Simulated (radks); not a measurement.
# Polarisabilities and dispersion coefficients of Ni, Cu⁺, Zn²⁺ and others

Aim: static dipole polarisabilities and C6 coefficients, each species in its NIST ground configuration. After each ground state the linear response is solved; its values go to the run's result record, not to the log. Response by self-consistent Sternheimer equations with the Hartree and adiabatic LDA kernel.

Method: non-relativistic Kohn-Sham, LB94 model potential, spin-polarised, spherical densities, point nucleus; open shells are filled with parallel spins first. Code: radks (a radial shooting solver on a logarithmic mesh, Libxc functionals) version 1.

**1. The atom as given**

- species: Ni ([Ar] 3d8 4s2), Cu⁺ ([Ar] 3d10), Zn²⁺ ([Ar] 3d10), Ga³⁺ ([Ar] 3d10), Ge⁴⁺ ([Ar] 3d10), As⁵⁺ ([Ar] 3d10), Se⁶⁺ ([Ar] 3d10), Br⁷⁺ ([Ar] 3d10), Kr⁸⁺ ([Ar] 3d10)

LB94 adds a gradient term to the LDA potential that gives it a −1/r tail. It is a model potential with no energy functional, so Etot and Exc are not given.

**2. Ni, [Ar] 3d8 4s2**

The run's settings:

```text
Z 28
configuration [Ar] 3d8 4s2
relativity non-relativistic
functional lda,pw
model_potential LB94
spin polarised
nucleus point
response adiabatic LDA kernel
```

**3. Cu⁺, [Ar] 3d10**

Changes since step 2:

```diff
@@ -1,3 +1,3 @@
-Z 28
-configuration [Ar] 3d8 4s2
+Z 29
+configuration [Ar] 3d10
 relativity non-relativistic
```

**4. Zn²⁺, [Ar] 3d10**

Changes since step 3:

```diff
@@ -1,2 +1,2 @@
-Z 29
+Z 30
 configuration [Ar] 3d10
```

**5. Ga³⁺, [Ar] 3d10**

Changes since step 4:

```diff
@@ -1,2 +1,2 @@
-Z 30
+Z 31
 configuration [Ar] 3d10
```

**6. Ge⁴⁺, [Ar] 3d10**

Changes since step 5:

```diff
@@ -1,2 +1,2 @@
-Z 31
+Z 32
 configuration [Ar] 3d10
```

**7. As⁵⁺, [Ar] 3d10**

Changes since step 6:

```diff
@@ -1,2 +1,2 @@
-Z 32
+Z 33
 configuration [Ar] 3d10
```

**8. Se⁶⁺, [Ar] 3d10**

Changes since step 7:

```diff
@@ -1,2 +1,2 @@
-Z 33
+Z 34
 configuration [Ar] 3d10
```

**9. Br⁷⁺, [Ar] 3d10**

Changes since step 8:

```diff
@@ -1,2 +1,2 @@
-Z 34
+Z 35
 configuration [Ar] 3d10
```

**10. Kr⁸⁺, [Ar] 3d10**

Changes since step 9:

```diff
@@ -1,2 +1,2 @@
-Z 35
+Z 36
 configuration [Ar] 3d10
```

**Question.** What will these runs give? Wanted: for each run, species; −ε(HOMO); α; α uncoupled; C6; C8; recommended α.

**Answer**, as computed:

| species | −ε(HOMO) (eV) | α (bohr³) | α uncoupled (bohr³) | C6 (hartree bohr⁶) | C8 (hartree bohr⁸) | recommended α (bohr³) |
| --- | --- | --- | --- | --- | --- | --- |
| Ni | 9.383 | 36.78 | 65.76 | 261.6 | - | 49 |
| Cu⁺ | 21.818 | 5.731 | 7.684 | 18.78 | 328.1 | - |
| Zn²⁺ | 40.987 | 2.484 | 3.154 | 6.599 | 73.08 | - |
| Ga³⁺ | 64.164 | 1.336 | 1.643 | 2.977 | 24.00 | - |
| Ge⁴⁺ | 91.032 | 0.8150 | 0.9828 | 1.559 | 9.841 | - |
| As⁵⁺ | 121.40 | 0.5405 | 0.6426 | 0.9017 | 4.657 | - |
| Se⁶⁺ | 155.16 | 0.3798 | 0.4468 | 0.5594 | 2.435 | - |
| Br⁷⁺ | 192.22 | 0.2786 | 0.3250 | 0.3657 | 1.370 | - |
| Kr⁸⁺ | 232.52 | 0.2111 | 0.2446 | 0.2491 | 0.8149 | - |

In words: Uncoupled leaves out the potential induced by the response; C6 and C8 are for like pairs. Ni is the most polarisable and Kr⁸⁺ the least, a factor 174 apart. For the pair Ni–Kr⁸⁺ the Casimir-Polder integral gives C6 = 3.561, the rule 2·Ca·Cb/(Ca·αb/αa + Cb·αa/αb) on the like-pair values 2.903. Against the recommended values (Schwerdtfeger and Nagle, 2023 table) the misses are Ni -25 %. C8 is given only where no p, d or f shell is open. For heavy and open-shell atoms this level can miss by tens of per cent.
